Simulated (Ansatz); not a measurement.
**CH₃F₃OSi: small, medium and large basis sets**

An exercise on one series of results from a longer session: the logs are not shown, and one member is left open.

Computed with Ansatz 0.2.0, Gaussian basis. Level: one geometry, several basis sets.

Plan: PBE0-D4/def2-SVP; ωB97M-V/def2-SVP; PBE0-D4/def2-QZVPP; ωB97M-V/def2-QZVPP; the functionals' def2-TZVPP values are taken from earlier runs.

## The relaxed structure

All runs share one geometry, relaxed beforehand with PBE0-D4 in a triple-zeta def2 set.

SMILES `CO[Si](F)(F)F`, 9 atoms, charge 0, spin multiplicity 1.

Atoms are counted from 1 here; the program's logs count them from 0.

Bond lengths: C1–O2 1.417 Å, C1–H7 1.089 Å, C1–H8 1.093 Å, C1–H9 1.093 Å, O2–Si3 1.596 Å, Si3–F4 1.574 Å, Si3–F5 1.566 Å, Si3–F6 1.574 Å. Angles: O2–C1–H7 107.6°, O2–C1–H8 110.9°, O2–C1–H9 111.0°, H7–C1–H8 109.0°, H7–C1–H9 109.0°, H8–C1–H9 109.3°, C1–O2–Si3 127.0°, O2–Si3–F4 112.2°, O2–Si3–F5 108.3°, O2–Si3–F6 112.2°, F4–Si3–F5 108.7°, F4–Si3–F6 106.7°, F5–Si3–F6 108.7°.

Set-up of the first run:

Input file in.yaml:

```yaml
crystal:
  periodic: [false, false, false]
  atoms:
    - {symbol: C, position_ang: [0.213319, -1.132090, 0.801293]}
    - {symbol: O, position_ang: [0.732731, -0.145525, -0.073242]}
    - {symbol: Si, position_ang: [-0.076173, 1.039994, -0.772130]}
    - {symbol: F, position_ang: [-1.227950, 0.506993, -1.702391]}
    - {symbol: F, position_ang: [0.924501, 1.873553, -1.641487]}
    - {symbol: F, position_ang: [-0.751167, 1.998593, 0.277445]}
    - {symbol: H, position_ang: [1.039137, -1.777566, 1.098204]}
    - {symbol: H, position_ang: [-0.547468, -1.736229, 0.300478]}
    - {symbol: H, position_ang: [-0.218431, -0.674026, 1.694829]}
basis:
  gaussian: {orbitals: def2-SVP}
hamiltonian: {xc: pbe0, dispersion: d4}
output: {orbitals: {seedname: orbitals}}
```

Started as:

```
> ansatz run in.yaml --threads 4 --pin off --events-out ev --progress --plain --max-ram 10444MiB
```

Among the steps run: PBE0-D4 in def2-SVP; ωB97M-V in def2-SVP; PBE0-D4 in def2-QZVPP; ωB97M-V in def2-QZVPP.

One of the session's tables, all rows but one given; the rest of the session is left out.

```
functional       basis  HOMO (eV)  LUMO (eV)
   PBE0-D4    def2-SVP      -9.33       1.14
   PBE0-D4  def2-TZVPP      -9.42       0.77
   PBE0-D4  def2-QZVPP          ?          ?
   ωB97M-V    def2-SVP     -11.73       2.91
   ωB97M-V  def2-TZVPP     -11.85       2.42
   ωB97M-V  def2-QZVPP     -11.89       1.63
```

Q: Estimate the row for PBE0-D4, def2-QZVPP from the others.

**Answer.** HOMO (eV): -9.46; LUMO (eV): 0.35. In the column «HOMO (eV)» it lies between ωB97M-V, def2-SVP (-11.73) and PBE0-D4, def2-TZVPP (-9.42).
